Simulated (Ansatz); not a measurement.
Geometry optimisation, Ansatz, DFT LDA, scalar-relativistic, plane waves, PAW.

The input (input.yaml):

```yaml
crystal:
  lattice:
    - [9.423181, 0.0, 0.0]
    - [0.0, 6.663195, 0.0]
    - [0.0, 0.0, 19.067386]
  atoms:
    - { symbol: La, position: [0.25, 0.0, 0.1759966] }
    - { symbol: Bi, position: [0.0, 0.0, 0.0524456] }
    - { symbol: La, position: [0.5, 0.5, 0.0524456] }
    - { symbol: Bi, position: [0.75, 0.5, 0.1759966] }
    - { symbol: La, position: [0.0, 0.5, 0.0524456] }
    - { symbol: Bi, position: [0.25, 0.5, 0.1759966] }
    - { symbol: La, position: [0.75, 0.0, 0.1759966] }
    - { symbol: Bi, position: [0.5, 0.0, 0.0524456] }
    - { symbol: La, position: [0.75, 0.0, 0.4230987] }
    - { symbol: Bi, position: [0.5, 0.0, 0.2995477] }
    - { symbol: La, position: [0.0, 0.5, 0.2995477] }
    - { symbol: Bi, position: [0.25, 0.5, 0.4230987] }
    - { symbol: La, position: [0.5, 0.5, 0.2995477] }
    - { symbol: Bi, position: [0.75, 0.5, 0.4230987] }
    - { symbol: La, position: [0.25, 0.0, 0.4230987] }
    - { symbol: Bi, position: [0.0, 0.0, 0.2995477] }
    - { symbol: Li, position: [0.4200589, 0.7975022, 0.5657506] }
basis:
  ecutwfc: 420.0
kpoints:
  mp_grid: { grid: [2, 3, 1] }
hamiltonian:
  xc: lda
scf:
  occupations: { method: gaussian, width: 0.1 }
  lower_state_search: "off"
relax:
  f_tol: 0.03
  max_steps: 60
  adjacent_minimum: "off"
  constraints: [{ sites: [1, 2, 4, 7] }]
```

Launched with:

```bash
$ ansatz run input.yaml --threads 4 --pin off --max-ram 10240MiB --backend cpu --events-out ev --progress --plain --runs-dir out
```

Question: Where does it end, and by what steps?

Answer: The run converged. The force dipped under the threshold on the way, but the program's further checks kept it going. Limits of this set-up: coarse k mesh, thin slab, slab without dipole correction. After 16 steps the energy has fallen by 2.395 eV; Li17 moved furthest, 2.85 Å. Joined: Bi12–Li17, La13–Li17, Bi14–Li17.

```json
{"step": "0", "energy less start (eV)": "0.0000", "largest force component (eV/Å)": "1.130", "accepted": "yes"}
{"step": "1", "energy less start (eV)": "-0.4909", "largest force component (eV/Å)": "0.478", "accepted": "yes"}
{"step": "2", "energy less start (eV)": "-0.7320", "largest force component (eV/Å)": "0.546", "accepted": "yes"}
{"step": "3", "energy less start (eV)": "-0.9263", "largest force component (eV/Å)": "0.580", "accepted": "yes"}
{"step": "4", "energy less start (eV)": "-1.1046", "largest force component (eV/Å)": "0.577", "accepted": "yes"}
{"step": "5", "energy less start (eV)": "-1.2764", "largest force component (eV/Å)": "0.534", "accepted": "yes"}
{"step": "6", "energy less start (eV)": "-1.4389", "largest force component (eV/Å)": "0.492", "accepted": "yes"}
{"step": "7", "energy less start (eV)": "-1.6017", "largest force component (eV/Å)": "0.490", "accepted": "yes"}
{"step": "8", "energy less start (eV)": "-1.7651", "largest force component (eV/Å)": "0.497", "accepted": "yes"}
{"step": "9", "energy less start (eV)": "-1.9260", "largest force component (eV/Å)": "0.492", "accepted": "yes"}
{"step": "10", "energy less start (eV)": "-2.0692", "largest force component (eV/Å)": "0.440", "accepted": "yes"}
{"step": "11", "energy less start (eV)": "-2.1709", "largest force component (eV/Å)": "0.412", "accepted": "yes"}
{"step": "12", "energy less start (eV)": "-2.2785", "largest force component (eV/Å)": "0.321", "accepted": "yes"}
{"step": "13", "energy less start (eV)": "-2.3442", "largest force component (eV/Å)": "0.201", "accepted": "yes"}
{"step": "14", "energy less start (eV)": "-2.3808", "largest force component (eV/Å)": "0.068", "accepted": "yes"}
{"step": "15", "energy less start (eV)": "-2.3933", "largest force component (eV/Å)": "0.019", "accepted": "yes"}
{"step": "16", "energy less start (eV)": "-2.3950", "largest force component (eV/Å)": "0.010", "accepted": "yes"}
```

```xyz
17
Lattice="9.4232 0.0000 0.0000 0.0000 6.6632 0.0000 0.0000 0.0000 19.0674" Properties=species:S:1:pos:R:3
La 2.352 0.007 3.084
Bi 0.000 0.000 1.000
La 4.712 3.332 1.000
Bi 7.077 3.339 3.105
La 0.000 3.332 1.000
Bi 2.347 3.339 3.105
La 7.072 0.008 3.084
Bi 4.712 0.000 1.000
La 7.051 0.016 7.439
Bi 4.712 0.013 5.406
La 0.001 3.345 5.489
Bi 2.306 3.344 7.738
La 4.713 3.345 5.429
Bi 7.122 3.347 7.738
La 2.374 0.014 7.439
Bi 0.001 0.013 5.430
Li 4.713 3.342 8.868
```

Whether the end is a true minimum wasn't checked by a vibrational analysis.

The run took 11 min on 4 threads of Intel(R) Xeon(R) Processor @ 2.50GHz (Skylake/Cascade Lake) (shared host), peak memory 2.8 GiB.
